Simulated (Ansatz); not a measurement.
# C2H5BOS: up Jacob's ladder to CCSD(T)

The task here is to estimate one member of a computed series from the others.

Program: Ansatz 0.2.0, Gaussian basis. Level of theory: functionals in def2-TZVPP, the program's frozen cores in correlated methods. These are calculated values, not measurements.

The runs, in order: LDA (SPW92), PBE-D4, revPBE-D4, BLYP-D4, r2SCAN-D4, B97M-V, PBE0-D4, B3LYP-D4, r2SCANh-D4, r2SCAN0-D4, HSE06-D4, BHLYP-D4, CAM-B3LYP-D4, LC-ωPBE, ωB97X-V, ωB97M-V, B2PLYP, PBE-QIDH; CCSD(T)/def2-SVP; CCSD(T)/def2-TZVPP; MP2/def2-QZVPP; extrapolation to the limit; RPA on PBE.

## The geometry

The geometry comes from an earlier relaxation with PBE0-D4 in a triple-zeta def2 set; it is a stationary point, not always the lowest conformer.

10 atoms, charge 0, spin multiplicity 1.

Atoms are counted from 1 here; the program's logs count them from 0.

Bond lengths: O1–C2 1.217 Å, C2–B3 1.596 Å, C2–H6 1.114 Å, B3–C4 1.564 Å, B3–S5 1.994 Å, B3–H7 1.194 Å, C4–S5 1.837 Å, C4–H8 1.085 Å, C4–H9 1.086 Å, S5–H10 1.364 Å. Angles: O1–C2–B3 124.8°, O1–C2–H6 117.3°, B3–C2–H6 117.8°, C2–B3–C4 113.9°, C2–B3–S5 106.7°, C2–B3–H7 121.9°, C4–B3–S5 60.8°, C4–B3–H7 121.4°, S5–B3–H7 114.3°, B3–C4–S5 71.3°, B3–C4–H8 121.6°, B3–C4–H9 120.7°, S5–C4–H8 111.0°, S5–C4–H9 109.0°, H8–C4–H9 113.4°, B3–S5–C4 48.0°, B3–S5–H10 87.5°, C4–S5–H10 94.9°.

The first run:

Input file in.yaml:

```yaml
crystal:
  periodic: [false, false, false]
  atoms:
    - {symbol: O, position_ang: [-1.642946, -0.846155, 0.843965]}
    - {symbol: C, position_ang: [-1.187176, 0.280052, 0.781694]}
    - {symbol: B, position_ang: [0.296983, 0.637386, 0.315821]}
    - {symbol: C, position_ang: [0.684961, 0.040197, -1.076562]}
    - {symbol: S, position_ang: [1.303083, -1.082533, 0.240144]}
    - {symbol: H, position_ang: [-1.875996, 1.124104, 1.014728]}
    - {symbol: H, position_ang: [0.907349, 1.543648, 0.796815]}
    - {symbol: H, position_ang: [-0.044870, -0.461943, -1.703746]}
    - {symbol: H, position_ang: [1.531314, 0.433225, -1.631348]}
    - {symbol: H, position_ang: [0.110399, -1.719181, 0.421387]}
basis:
  gaussian: {orbitals: def2-TZVPP}
hamiltonian: {xc: lda}
output: {orbitals: {seedname: orbitals}}
```

Steps of the session up to this table: LDA; PBE-D4 (GGA); revPBE-D4 (GGA); BLYP-D4 (GGA); r2SCAN-D4 (meta-GGA); B97M-V (meta-GGA); PBE0-D4 (hybrid); B3LYP-D4 (hybrid); r2SCANh-D4 (hybrid); r2SCAN0-D4 (hybrid); HSE06-D4 (hybrid); BHLYP-D4 (hybrid); CAM-B3LYP-D4 (range-separated); LC-ωPBE (range-separated); ωB97X-V (range-separated); ωB97M-V (range-separated); B2PLYP (double hybrid); PBE-QIDH (double hybrid).

One table of the session follows, with a row left open; its other results are not shown here.

It belongs to the step «Orbital energies across the functionals». 

| functional | HOMO (eV) | gap (eV) |
| --- | --- | --- |
| LDA (SPW92) | -5.72 | 3.15 |
| PBE-D4 | -5.57 | 3.26 |
| revPBE-D4 | -5.51 | 3.30 |
| BLYP-D4 | -5.48 | 3.32 |
| r2SCAN-D4 | -5.83 | 3.73 |
| B97M-V | -5.96 | 3.94 |
| PBE0-D4 | -7.04 | 5.84 |
| B3LYP-D4 | ? | ? |
| r2SCANh-D4 | -6.39 | 4.70 |
| r2SCAN0-D4 | -7.24 | 6.15 |
| HSE06-D4 | -6.64 | 5.05 |
| BHLYP-D4 | -8.52 | 8.49 |
| CAM-B3LYP-D4 | -8.49 | 8.47 |
| LC-ωPBE | -9.77 | 10.98 |
| ωB97X-V | -9.46 | 10.58 |
| ωB97M-V | -9.38 | 10.37 |

Estimate the missing values for B3LYP-D4.

Worked estimate for «HOMO (eV)». Against the share of exact exchange, BLYP-D4 (0, -5.48), BHLYP-D4 (0.5, -8.52) give a slope of -6.08 per unit share; at 0.2 the line stands at -6.70.

As computed: HOMO (eV): -6.83; gap (eV): 5.38. In «HOMO (eV)» the line misses by +0.13.
